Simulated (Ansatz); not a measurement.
# BGeN (triplet): wave-function methods side by side at a displaced geometry (v1), cc-pVDZ

The task here is to estimate one member of a computed series from the others.

Method: cc-pVDZ, core rule «outside noble gas», up to 16 orbitals frozen; program: Ansatz 0.2.0, Gaussian basis.

The runs, in order: UHF; CCSD(T) on ROHF; CCSD(T) on UHF; BCCD(T) on ROHF; CISD as a restricted active space (open shells left free, so some higher excitations enter); CCSDT(Q) on ROHF; CCSDT(Q) on UHF.

29 further runs of the same task are left out: 8 for a known fault of the program, 9 that didn't finish, 12 set aside as unsound or not needed. Runs told in other sessions of the task aren't counted.

**The system**

The geometry is a PBE0/def2-TZVP stationary point (not a proven minimum) with its atoms shifted at random (size 0.040 Å). No spin-orbit coupling is included. The filled d shell of Ge may be among the frozen orbitals whatever the setting's name suggests.

3 atoms, charge 0, spin multiplicity 3.

Atoms are counted from 1 here; the program's logs count them from 0.

Bond lengths: B1–N2 1.256 Å, N2–Ge3 1.759 Å. Angles: B1–N2–Ge3 176.9°.

The first run:

Input file in.yaml:

```yaml
crystal:
  periodic: [false, false, false]
  atoms:
    - {symbol: B, position_ang: [-0.015433, -0.009008, -1.422960]}
    - {symbol: N, position_ang: [-0.016266, -0.025151, -0.167213]}
    - {symbol: Ge, position_ang: [0.031698, 0.034159, 1.590173]}
basis:
  gaussian: {orbitals: cc-pVDZ}
magnetization: {spin_polarized: true, initial_magnetization: 2}
hamiltonian: {xc: hf}
output: {orbitals: {seedname: orbitals}}
```

The run is started by

```sh
$ ansatz run in.yaml --threads 1 --pin off --events-out ev --progress --plain --max-ram 2393MiB
```

Steps of the session up to this table: UHF; CCSD(T) on ROHF; CCSD(T) on UHF; BCCD(T) on ROHF; CISD as a restricted active space (open shells left free, so some higher excitations enter); CCSDT(Q) on ROHF; CCSDT(Q) on UHF.

One table of the session follows, with a row left open; its other results are not shown here.

| method | from UCCSDT(Q) (kcal/mol) |
| --- | --- |
| ROHF | +193.35 |
| UHF | +186.56 |
| RMP2 | +21.57 |
| UMP2 | +23.45 |
| RCCSD | +9.58 |
| UCCSD | +9.31 |
| RCCSD(T) | ? |
| UCCSD(T) | +1.62 |
| BCCD(T) | +1.50 |
| RCCSDT | +0.88 |
| UCCSDT | +0.82 |
| RCCSDT(Q) | +0.17 |
| UCCSDT(Q) | 0 |

**Question.** Estimate the row for RCCSD(T).

The run gave: from UCCSDT(Q) (kcal/mol): +1.46. In the column «from UCCSDT(Q) (kcal/mol)» it lies between RCCSDT (+0.88) and BCCD(T) (+1.50).

Not comparable, so not listed: CISD as a restricted active space (open shells left free, so some higher excitations enter) (they don't share determinant, frozen orbitals or solution with the rows shown, or repeat one).

Caveats from the session: Restricted and unrestricted rows rest on different reference determinants; a gap between their highest levels can come from leftover correlation error, from unlike frozen cores or from another state.
